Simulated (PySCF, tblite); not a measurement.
# C₂H₆SeSi₂: a rotation path, then NMR shifts on frames

Aim: move C₂H₆SeSi₂ (`C#C[SiH2][Se][SiH3]`) away from its starting geometry and see how NMR shifts follow the geometry.

The runs use tblite 0.8.0 and PySCF 2.14.0, with density-fitted response routines of our own; the level of theory stands in each step. All values are computed, except where a source is named. Atoms count from 0, in the outputs and in this text.

**1. The molecule as given**

11 atoms, charge 0, multiplicity 1; geometry from: GFN2-xTB.

Bonds of the start (Å): C0–C1 1.20, C1–Si2 1.85, Si2–Se3 2.31, Se3–Si4 2.28, C0–H5 1.05, Si2–H6 1.46, Si2–H7 1.46, Si4–H8 1.45, Si4–H9 1.46, Si4–H10 1.46.

**2. A band between two rotamers with GFN2-xTB**

What the job is given:

```
{"job": {"kind": "neb", "xc": "GFN2-xTB", "basis": "xTB", "atoms": [1, 2, 3, 4], "turn": 120}, "charge": 0, "multiplicity": 1}
C      1.895660    -1.916804     0.380451
C      1.665786    -0.739983     0.285557
Si     1.258344     1.047908     0.054675
Se    -0.561127     1.223870    -1.351538
Si    -2.168557     0.137656    -0.162296
H      2.107774    -2.943924     0.472405
H      0.895410     1.627715     1.347630
H      2.331946     1.739820    -0.646896
H     -3.341787     0.195797    -1.019176
H     -1.709466    -1.223651     0.088927
H     -2.368559     0.854266     1.094158
```

With the program's defaults for keys left out, this is: GFN2-xTB climbing-image nudged elastic band, gas phase.

The run is started by

```sh
> OMP_NUM_THREADS=1 python probes_run.py task.json out
```

This one command runs all jobs of the session in turn.

What it wrote:

```text
image   E - E0 / eV
  0       0.0000
  1       0.0092
  2       0.0212
  3       0.0327
  4       0.0399
  5       0.0416
  6       0.0396
  7       0.0371
  8       0.0341
```

Run time: 4.8 s. Hardware: 1 thread of Arm Neoverse N1, shared host; peak memory 0.18 GiB.

The final band, with the dihedral C1–Si2–Se3–Si4:

| image | dihedral (°) | energy (eV) | energy (kcal/mol) |
| --- | --- | --- | --- |
| 0 | 62 | 0.000 | 0.0 |
| 1 | 77 | 0.009 | 0.2 |
| 2 | 93 | 0.021 | 0.5 |
| 3 | 108 | 0.033 | 0.8 |
| 4 | 123 | 0.040 | 0.9 |
| 5 | 139 | 0.042 | 1.0 |
| 6 | 154 | 0.040 | 0.9 |
| 7 | 169 | 0.037 | 0.9 |
| 8 | 182 | 0.034 | 0.8 |

**3. Nuclear shieldings: image 0, PBE0/pcSseg-1**

What the job is given:

```
{"job": {"kind": "nmr", "xc": "PBE0", "basis": "pcSseg-1", "pop": false}, "charge": 0, "multiplicity": 1}
C      1.895700    -1.916800     0.380500
C      1.665800    -0.740000     0.285600
Si     1.258300     1.047900     0.054700
Se    -0.561100     1.223900    -1.351500
Si    -2.168600     0.137700    -0.162300
H      2.107800    -2.943900     0.472400
H      0.895400     1.627700     1.347600
H      2.331900     1.739800    -0.646900
H     -3.341800     0.195800    -1.019200
H     -1.709500    -1.223700     0.088900
H     -2.368600     0.854300     1.094200
```

With the program's defaults for keys left out, this is: GIAO PBE0/pcSseg-1 NMR shielding, non-relativistic, gas phase.

What it wrote:

```text
coarse grid: 45352 points
cycle   1  E = -3059.3778694816  dE = -7.278e-01  |g| = 7.264e-01  |ddm| = 3.274e+00
cycle   2  E = -3059.3865136267  dE = -8.644e-03  |g| = 4.476e-01  |ddm| = 8.831e-01
cycle   3  E = -3059.4177024807  dE = -3.119e-02  |g| = 1.308e-01  |ddm| = 4.800e-01
cycle   4  E = -3059.4206843555  dE = -2.982e-03  |g| = 7.553e-02  |ddm| = 1.376e-01
cycle   5  E = -3059.4220369871  dE = -1.353e-03  |g| = 1.644e-02  |ddm| = 5.941e-02
cycle   6  E = -3059.4221061219  dE = -6.913e-05  |g| = 1.398e-03  |ddm| = 1.463e-02
cycle   7  E = -3059.4221064757  dE = -3.538e-07  |g| = 5.879e-04  |ddm| = 2.412e-03
final grid: 91576 points
cycle   8  E = -3059.4221137129  dE =  1.065e-08  |g| = 6.606e-04  |ddm| = 2.071e-03
cycle   9  E = -3059.4221136660  dE =  4.693e-08  |g| = 7.767e-04  |ddm| = 1.806e-03
cycle  10  E = -3059.4221138560  dE = -1.900e-07  |g| = 1.111e-04  |ddm| = 9.392e-04
cycle  11  E = -3059.4221138591  dE = -3.127e-09  |g| = 1.506e-05  |ddm| = 8.063e-05
cycle  12  E = -3059.4221138592  dE = -7.640e-11  |g| = 2.199e-06  |ddm| = 1.652e-05
converged SCF energy = -3059.4221138592

GIAO shielding tensors (ppm)
atom      isotropic    diamagn.    paramagn.     s11        s22        s33       span
  0 C       80.163     260.412    -180.248     -3.605      3.375    240.721    244.326
  1 C      101.599     261.063    -159.465      0.303     14.547    289.946    289.642
  2 Si     405.322     879.179    -473.857    368.637    402.744    444.585     75.948
  3 Se    2358.889    3004.214    -645.325   2216.039   2309.679   2550.949    334.910
  4 Si     412.077     879.788    -467.711    376.814    404.242    455.174     78.360
  5 H       29.498      32.979      -3.481     24.366     24.788     39.339     14.973
  6 H       26.536      28.387      -1.851     22.073     24.843     32.692     10.620
  7 H       26.599      27.178      -0.579     22.024     24.737     33.037     11.014
  8 H       27.069      28.739      -1.669     22.765     24.609     33.835     11.070
  9 H       26.807      30.101      -3.293     22.086     25.671     32.664     10.577
 10 H       26.989      29.141      -2.153     22.687     24.613     33.666     10.979
```

Wall time 23 s (1 thread of Arm Neoverse N1, shared host); peak memory 0.76 GiB.

Shifts follow as δ = σ(reference) − σ, with reference shieldings (ppm) from runs at the same level and on the same kind of geometry: ¹H TMS 31.72, ¹³C TMS 186.9, ²⁹Si TMS 349.2, ⁷⁷Se Me2Se 1758. The references are single molecules in the gas phase. Each atom is listed at this fixed geometry, with no averaging over motion; a spectrum would average atoms that exchange fast.

| atoms | environment | σ (ppm) | δ (ppm) |
| --- | --- | --- | --- |
| C0 | terminal alkyne carbon | 80.2 | 106.8 |
| C1 | alkyne carbon | 101.6 | 85.3 |
| H6 | hydrogen on a silicon bonded to C, Se | 26.54 | 5.18 |
| H7 | hydrogen on a silicon bonded to C, Se | 26.60 | 5.12 |
| H9 | hydrogen on a silicon bonded to Se | 26.81 | 4.91 |
| H10 | hydrogen on a silicon bonded to Se | 26.99 | 4.73 |
| H8 | hydrogen on a silicon bonded to Se | 27.07 | 4.65 |
| H5 | hydrogen on a terminal alkyne carbon | 29.50 | 2.22 |
| Si2 | silicon bonded to C, Se, 2 H | 405.3 | -56.2 |
| Si4 | silicon bonded to Se, 3 H | 412.1 | -62.9 |
| Se3 | selenium bonded to 2 Si | 2359 | -601 |

**4. Nuclear shieldings: image 2, PBE0/pcSseg-1**

What the job is given:

```
{"job": {"kind": "nmr", "xc": "PBE0", "basis": "pcSseg-1", "pop": false}, "charge": 0, "multiplicity": 1}
C      2.342500    -1.979000     0.260100
C      1.889000    -0.866500     0.212800
Si     1.162800     0.826800     0.105600
Se    -0.526400     0.794700    -1.464700
Si    -2.333200     0.356600    -0.154800
H      2.755500    -2.945300     0.309400
H      0.597000     1.176100     1.409200
H      2.136800     1.790700    -0.391400
H     -3.450500     0.310800    -1.083600
H     -2.108400    -0.909500     0.532000
H     -2.459600     1.447100     0.809300
```

Method: GIAO PBE0/pcSseg-1 NMR shielding, non-relativistic, gas phase.

What it wrote:

```text
coarse grid: 45352 points
cycle   1  E = -3059.3766753035  dE = -7.235e-01  |g| = 7.280e-01  |ddm| = 3.284e+00
cycle   2  E = -3059.3840736347  dE = -7.398e-03  |g| = 4.540e-01  |ddm| = 9.073e-01
cycle   3  E = -3059.4168822346  dE = -3.281e-02  |g| = 1.346e-01  |ddm| = 5.095e-01
cycle   4  E = -3059.4201729030  dE = -3.291e-03  |g| = 7.619e-02  |ddm| = 1.441e-01
cycle   5  E = -3059.4215372884  dE = -1.364e-03  |g| = 1.713e-02  |ddm| = 6.000e-02
cycle   6  E = -3059.4216118863  dE = -7.460e-05  |g| = 1.516e-03  |ddm| = 1.496e-02
cycle   7  E = -3059.4216121863  dE = -3.000e-07  |g| = 6.192e-04  |ddm| = 2.414e-03
final grid: 91576 points
cycle   8  E = -3059.4215569374  dE =  8.593e-09  |g| = 7.897e-04  |ddm| = 2.223e-03
cycle   9  E = -3059.4215568658  dE =  7.157e-08  |g| = 1.032e-03  |ddm| = 2.185e-03
cycle  10  E = -3059.4215570853  dE = -2.195e-07  |g| = 1.151e-04  |ddm| = 1.132e-03
cycle  11  E = -3059.4215570886  dE = -3.342e-09  |g| = 3.501e-05  |ddm| = 1.049e-04
cycle  12  E = -3059.4215570889  dE = -3.083e-10  |g| = 3.002e-06  |ddm| = 2.804e-05
converged SCF energy = -3059.4215570889

GIAO shielding tensors (ppm)
atom      isotropic    diamagn.    paramagn.     s11        s22        s33       span
  0 C       80.640     260.273    -179.633     -2.345      4.129    240.137    242.482
  1 C      100.275     259.882    -159.607     -2.704     12.870    290.658    293.362
  2 Si     404.021     879.214    -475.193    366.361    400.297    445.405     79.044
  3 Se    2381.670    3004.167    -622.497   2212.483   2308.416   2624.112    411.629
  4 Si     409.467     879.482    -470.015    376.681    398.326    453.395     76.714
  5 H       29.544      32.938      -3.394     24.557     24.713     39.363     14.806
  6 H       26.697      28.942      -2.245     22.545     25.385     32.162      9.617
  7 H       26.589      27.265      -0.676     21.788     24.977     33.001     11.212
  8 H       27.040      28.526      -1.486     22.754     24.516     33.851     11.097
  9 H       26.866      29.528      -2.662     22.082     25.349     33.168     11.086
 10 H       26.969      28.746      -1.777     22.454     24.862     33.591     11.136
```

Run time: 22 s. Hardware: 1 thread of Arm Neoverse N1, shared host; peak memory 0.86 GiB.

This run: δ C0 106.3, C1 86.7, Si2 -54.9, Si4 -60.3, H7 5.13, H6 5.02 ppm.

**5. Shielding tensors: image 5, PBE0/pcSseg-1**

What the job is given:

```
{"job": {"kind": "nmr", "xc": "PBE0", "basis": "pcSseg-1", "pop": false}, "charge": 0, "multiplicity": 1}
C      2.932900    -1.926500     0.090400
C      2.173600    -0.996900     0.155200
Si     0.990700     0.412600     0.257500
Se    -0.639300     0.065700    -1.338800
Si    -2.505700     0.686100    -0.198500
H      3.606700    -2.732300     0.034300
H      0.368500     0.425600     1.582000
H      1.647500     1.674200    -0.075400
H     -3.593600     0.479100    -1.139800
H     -2.609100    -0.170300     0.977300
H     -2.366700     2.085500     0.199700
```

Method: GIAO PBE0/pcSseg-1 NMR shielding, non-relativistic, gas phase.

What it wrote:

```text
coarse grid: 45352 points
cycle   1  E = -3059.3756670096  dE = -7.217e-01  |g| = 7.277e-01  |ddm| = 3.296e+00
cycle   2  E = -3059.3814641313  dE = -5.797e-03  |g| = 4.571e-01  |ddm| = 9.023e-01
cycle   3  E = -3059.4153638987  dE = -3.390e-02  |g| = 1.418e-01  |ddm| = 5.270e-01
cycle   4  E = -3059.4192739473  dE = -3.910e-03  |g| = 7.685e-02  |ddm| = 1.529e-01
cycle   5  E = -3059.4206377930  dE = -1.364e-03  |g| = 1.861e-02  |ddm| = 6.089e-02
cycle   6  E = -3059.4207250180  dE = -8.722e-05  |g| = 1.920e-03  |ddm| = 1.592e-02
cycle   7  E = -3059.4207254560  dE = -4.380e-07  |g| = 7.839e-04  |ddm| = 3.201e-03
final grid: 91576 points
cycle   8  E = -3059.4207718275  dE =  3.535e-08  |g| = 1.068e-03  |ddm| = 2.921e-03
cycle   9  E = -3059.4207717208  dE =  1.066e-07  |g| = 1.393e-03  |ddm| = 2.964e-03
cycle  10  E = -3059.4207720526  dE = -3.318e-07  |g| = 9.884e-05  |ddm| = 1.549e-03
cycle  11  E = -3059.4207720549  dE = -2.245e-09  |g| = 4.165e-05  |ddm| = 9.964e-05
cycle  12  E = -3059.4207720554  dE = -4.798e-10  |g| = 3.271e-06  |ddm| = 3.338e-05
converged SCF energy = -3059.4207720554

GIAO shielding tensors (ppm)
atom      isotropic    diamagn.    paramagn.     s11        s22        s33       span
  0 C       79.205     259.759    -180.553     -3.955      0.727    240.844    244.799
  1 C      101.827     258.752    -156.925      2.040     12.796    290.644    288.605
  2 Si     403.064     879.264    -476.200    374.763    391.345    443.084     68.322
  3 Se    2420.993    3004.295    -583.302   2208.491   2385.143   2669.344    460.853
  4 Si     410.593     879.305    -468.711    379.061    399.048    453.671     74.610
  5 H       29.520      32.652      -3.132     24.514     24.651     39.395     14.882
  6 H       26.683      28.952      -2.269     22.170     25.936     31.942      9.772
  7 H       26.445      27.620      -1.175     21.584     24.909     32.842     11.258
  8 H       27.081      28.365      -1.283     22.830     24.541     33.873     11.043
  9 H       26.959      28.940      -1.981     22.267     25.187     33.424     11.156
 10 H       27.038      28.400      -1.362     22.398     24.884     33.833     11.434
```

It took 22 s on 1 thread of Arm Neoverse N1, shared host; peak memory 0.85 GiB.

This run: δ C0 107.7, C1 85.1, Si2 -53.9, Si4 -61.4, H7 5.27, H6 5.03 ppm.

**6. NMR shieldings: image 6, PBE0/pcSseg-1**

What the job is given:

```
{"job": {"kind": "nmr", "xc": "PBE0", "basis": "pcSseg-1", "pop": false}, "charge": 0, "multiplicity": 1}
C      3.069800    -1.869800     0.025200
C      2.227700    -1.019800     0.140400
Si     0.926700     0.270500     0.333500
Se    -0.713900    -0.173800    -1.226300
Si    -2.523700     0.776000    -0.229100
H      3.813500    -2.606600    -0.077400
H      0.350500     0.182500     1.675900
H      1.458000     1.598500     0.032200
H     -3.621600     0.519700    -1.146800
H     -2.712300     0.121900     1.060900
H     -2.269500     2.203500    -0.044700
```

With the program's defaults for keys left out, this is: GIAO PBE0/pcSseg-1 NMR shielding, non-relativistic, gas phase.

What it wrote:

```text
coarse grid: 45352 points
cycle   1  E = -3059.3760985096  dE = -7.225e-01  |g| = 7.274e-01  |ddm| = 3.294e+00
cycle   2  E = -3059.3815513336  dE = -5.453e-03  |g| = 4.576e-01  |ddm| = 8.952e-01
cycle   3  E = -3059.4154936462  dE = -3.394e-02  |g| = 1.440e-01  |ddm| = 5.265e-01
cycle   4  E = -3059.4195639721  dE = -4.070e-03  |g| = 7.743e-02  |ddm| = 1.543e-01
cycle   5  E = -3059.4209459244  dE = -1.382e-03  |g| = 1.882e-02  |ddm| = 6.146e-02
cycle   6  E = -3059.4210349549  dE = -8.903e-05  |g| = 2.027e-03  |ddm| = 1.608e-02
cycle   7  E = -3059.4210354630  dE = -5.081e-07  |g| = 8.031e-04  |ddm| = 3.400e-03
final grid: 91576 points
cycle   8  E = -3059.4210462924  dE =  3.800e-08  |g| = 1.098e-03  |ddm| = 3.191e-03
cycle   9  E = -3059.4210461780  dE =  1.144e-07  |g| = 1.445e-03  |ddm| = 3.157e-03
cycle  10  E = -3059.4210465434  dE = -3.654e-07  |g| = 1.019e-04  |ddm| = 1.633e-03
cycle  11  E = -3059.4210465456  dE = -2.258e-09  |g| = 5.086e-05  |ddm| = 1.141e-04
cycle  12  E = -3059.4210465463  dE = -6.780e-10  |g| = 3.552e-06  |ddm| = 3.825e-05
converged SCF energy = -3059.4210465463

GIAO shielding tensors (ppm)
atom      isotropic    diamagn.    paramagn.     s11        s22        s33       span
  0 C       79.294     259.822    -180.528     -4.137     -1.095    243.114    247.251
  1 C      102.530     258.347    -155.817      4.061     13.112    290.418    286.357
  2 Si     403.217     879.266    -476.049    379.385    386.587    443.678     64.293
  3 Se    2408.444    3004.236    -595.792   2205.265   2395.514   2624.553    419.289
  4 Si     412.282     879.214    -466.932    377.839    403.146    455.861     78.022
  5 H       29.550      32.643      -3.093     24.484     24.637     39.528     15.044
  6 H       26.625      28.781      -2.156     22.140     25.644     32.092      9.953
  7 H       26.418      27.869      -1.451     21.657     24.832     32.765     11.109
  8 H       27.099      28.286      -1.187     22.869     24.579     33.851     10.982
  9 H       27.008      28.737      -1.728     22.381     25.113     33.532     11.151
 10 H       27.066      28.354      -1.288     22.474     24.858     33.865     11.391
```

Run time: 22 s. Hardware: 1 thread of Arm Neoverse N1, shared host; peak memory 0.85 GiB.

This run: δ C0 107.6, C1 84.4, Si2 -54.1, Si4 -63.1, H7 5.30, H6 5.09 ppm.

**7. Shielding tensors: image 8, PBE0/pcSseg-1**

What the job is given:

```
{"job": {"kind": "nmr", "xc": "PBE0", "basis": "pcSseg-1", "pop": false}, "charge": 0, "multiplicity": 1}
C      3.202100    -1.719600    -0.139600
C      2.270400    -1.014500     0.144300
Si     0.815600     0.045800     0.540200
Se    -0.866600    -0.590300    -0.905300
Si    -2.496100     0.882200    -0.310800
H      4.021100    -2.334700    -0.381800
H      0.354700    -0.200300     1.906700
H      1.125000     1.454300     0.293100
H     -3.620900     0.548900    -1.168200
H     -2.802300     0.695800     1.104600
H     -1.997400     2.235300    -0.539300
```

Level: GIAO PBE0/pcSseg-1 NMR shielding, non-relativistic, gas phase.

What it wrote:

```text
coarse grid: 45352 points
cycle   1  E = -3059.3765714930  dE = -7.249e-01  |g| = 7.271e-01  |ddm| = 3.290e+00
cycle   2  E = -3059.3817964059  dE = -5.225e-03  |g| = 4.574e-01  |ddm| = 8.957e-01
cycle   3  E = -3059.4158204714  dE = -3.402e-02  |g| = 1.442e-01  |ddm| = 5.267e-01
cycle   4  E = -3059.4199641615  dE = -4.144e-03  |g| = 7.700e-02  |ddm| = 1.545e-01
cycle   5  E = -3059.4213203538  dE = -1.356e-03  |g| = 1.926e-02  |ddm| = 6.142e-02
cycle   6  E = -3059.4214135448  dE = -9.319e-05  |g| = 2.120e-03  |ddm| = 1.632e-02
cycle   7  E = -3059.4214141212  dE = -5.764e-07  |g| = 8.184e-04  |ddm| = 3.581e-03
final grid: 91576 points
cycle   8  E = -3059.4213960910  dE =  3.158e-08  |g| = 1.081e-03  |ddm| = 2.757e-03
cycle   9  E = -3059.4213959869  dE =  1.040e-07  |g| = 1.416e-03  |ddm| = 3.125e-03
cycle  10  E = -3059.4213963355  dE = -3.486e-07  |g| = 8.664e-05  |ddm| = 1.602e-03
cycle  11  E = -3059.4213963372  dE = -1.603e-09  |g| = 4.658e-05  |ddm| = 1.056e-04
cycle  12  E = -3059.4213963377  dE = -5.630e-10  |g| = 3.866e-06  |ddm| = 3.332e-05
converged SCF energy = -3059.4213963377

GIAO shielding tensors (ppm)
atom      isotropic    diamagn.    paramagn.     s11        s22        s33       span
  0 C       79.250     259.749    -180.499     -3.762     -3.290    244.804    248.566
  1 C      103.023     258.407    -155.384      5.287     13.647    290.135    284.848
  2 Si     403.503     879.296    -475.793    382.319    384.685    443.505     61.186
  3 Se    2391.410    3004.204    -612.793   2204.919   2388.048   2581.264    376.345
  4 Si     414.088     879.164    -465.075    377.421    406.327    458.516     81.095
  5 H       29.547      32.540      -2.992     24.432     24.611     39.600     15.169
  6 H       26.490      28.307      -1.817     21.964     24.950     32.556     10.592
  7 H       26.515      28.445      -1.930     22.019     25.035     32.491     10.472
  8 H       27.130      28.260      -1.130     22.912     24.612     33.865     10.953
  9 H       27.094      28.472      -1.378     22.572     24.954     33.757     11.185
 10 H       27.068      28.515      -1.447     22.511     24.956     33.737     11.226
```

It took 22 s on 1 thread of Arm Neoverse N1, shared host; peak memory 0.85 GiB.

In short: δ C0 107.7, C1 83.9, Si2 -54.3, Si4 -64.9, H6 5.23, H7 5.20 ppm.

**8. Run by run: NMR shifts**

Shifts (ppm) of some atoms, chosen among heavy atoms and hydrogens apart, with basis size and wall time:

| frame | C0 | C1 | H6 | H9 | Si2 | Si4 | Se3 | functions | time |
| --- | --- | --- | --- | --- | --- | --- | --- | --- | --- |
| image 0 | 106.8 | 85.3 | 5.18 | 4.91 | -56.2 | -62.9 | -601 | 153 | 23 s |
| image 2 | 106.3 | 86.7 | 5.02 | 4.85 | -54.9 | -60.3 | -623 | 153 | 22 s |
| image 5 | 107.7 | 85.1 | 5.03 | 4.76 | -53.9 | -61.4 | -663 | 153 | 22 s |
| image 6 | 107.6 | 84.4 | 5.09 | 4.71 | -54.1 | -63.1 | -650 | 153 | 22 s |
| image 8 | 107.7 | 83.9 | 5.23 | 4.62 | -54.3 | -64.9 | -633 | 153 | 22 s |

**9. What came out**

| quantity | value |
| --- | --- |
| barrier | 0.042 eV (1.0 kcal/mol) at image 5 |
| end to end (GFN2-xTB) | 0.034 eV |
| ¹³C shifts against TMS (PBE0/pcSseg-1, image 0) | 106.8, 85.3 ppm |
| ¹H shifts against TMS (PBE0/pcSseg-1, image 0) | 5.18, 5.12, 4.91, 4.73, 4.65, 2.22 ppm |
| ²⁹Si shifts against TMS (PBE0/pcSseg-1, image 0) | -56.2, -62.9 ppm |
| ⁷⁷Se shifts against Me2Se (PBE0/pcSseg-1, image 0) | -601 ppm |
| range of the shift of Se3 | -663 to -601 ppm |

Along the band the dihedral turns by 121°, and the top (dihedral 139°) lies 1.0 kcal/mol above the start (GFN2-xTB, rough), so at room temperature this motion is fast. Ends this close can change order at a higher level. The top was not checked by a frequency run. Shifts at one fixed geometry are not the observed spectrum, which averages over the motion. In the first frame run (image 0): The widest tensor belongs to Se3: span 335 ppm, with a paramagnetic part of -645 ppm. Across the 5 runs the shift of Se3 moves most, between -663 (image 5) and -601 ppm (image 0). Spin-orbit coupling is left out, which matters for shieldings and couplings at and beside the heavy atoms.
